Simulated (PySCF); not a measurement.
**The bond of CsS+, level by level**

An exercise on one series of results from a longer session: the logs are not shown, and one member is left open.

The runs use PySCF 2.14.0; Cs def2-SVP with ECP46, S def2-SVP, scalar-relativistic core potentials.

The first run:

Settings of the job:

* atoms: Cs, S
* charge: 1
* basis: Cs def2-SVP with ECP46, S def2-SVP
* Hamiltonian: scalar-relativistic core potentials
* basis functions: 42
* electrons treated: 24
* masses in u: 132.9054, 31.9721
* levels: PBE0, PBE, r²SCAN, revPBE, M06-L, B2PLYP, LC-ωPBE, HF, MP2, SCS-MP2, CCSD, CCSD(T)
* grid: 80 radial by 434 angular points
* occupations: held fixed by the projection of orbital angular momentum
* dissociation limit: Cs+ + S, each in its ground configuration
* starting distance in angstrom: 3.290
* values of 2S to try: 0, 2

Run with:

```
> OMP_NUM_THREADS=1 python dia.py task.json out
```

Among the steps run: Set-up; First curve: PBE0; Higher solutions at PBE0; PBE (GGA); r²SCAN (meta-GGA); revPBE; M06-L (meta-GGA); B2PLYP (double hybrid); LC-ωPBE; UHF (mean field); MP2 and coupled cluster.

One of the session's tables, all rows but one given; the rest of the session is left out.

Energy (eV) from each level's lowest point:

| R (Å) | UHF | UHF-MP2 | UHF-SCS-MP2 | UHF-CCSD | UHF-CCSD(T) |
| --- | --- | --- | --- | --- | --- |
| 3.226 | 0.259 | 0.207 | 0.215 | n/a | n/a |
| 3.376 | 0.126 | 0.090 | 0.095 | 0.090 | 0.088 |
| 3.526 | ? | ? | ? | ? | ? |
| 3.639 | 0.021 | 0.008 | 0.009 | 0.008 | 0.007 |
| 3.751 | 0.005 | 0.000 | 0.000 | 0.000 | 0.000 |
| 3.864 | 0.000 | 0.002 | 0.001 | 0.002 | 0.002 |
| 4.014 | 0.004 | 0.013 | 0.011 | 0.014 | 0.015 |
| 4.201 | 0.019 | 0.036 | 0.032 | 0.037 | 0.039 |
| 4.426 | 0.043 | 0.066 | 0.062 | 0.068 | 0.071 |
| 4.726 | 0.075 | 0.105 | 0.100 | n/a | n/a |

Q: Estimate the row for R (Å) = 3.526 from the others.

Worked estimate for «UHF». A straight line through the neighbours (3.376, 0.126) and (3.639, 0.021) gives 0.126 + (0.021 − 0.126) × (3.526 − 3.376) / (3.639 − 3.376) = 0.066; a parabola fitted to 4 rows on both sides gives 0.048.

**Answer.** UHF: 0.051; UHF-MP2: 0.029; UHF-SCS-MP2: 0.032; UHF-CCSD: 0.029; UHF-CCSD(T): 0.028. In «UHF» the line misses by +0.015 and the parabola by -0.003.
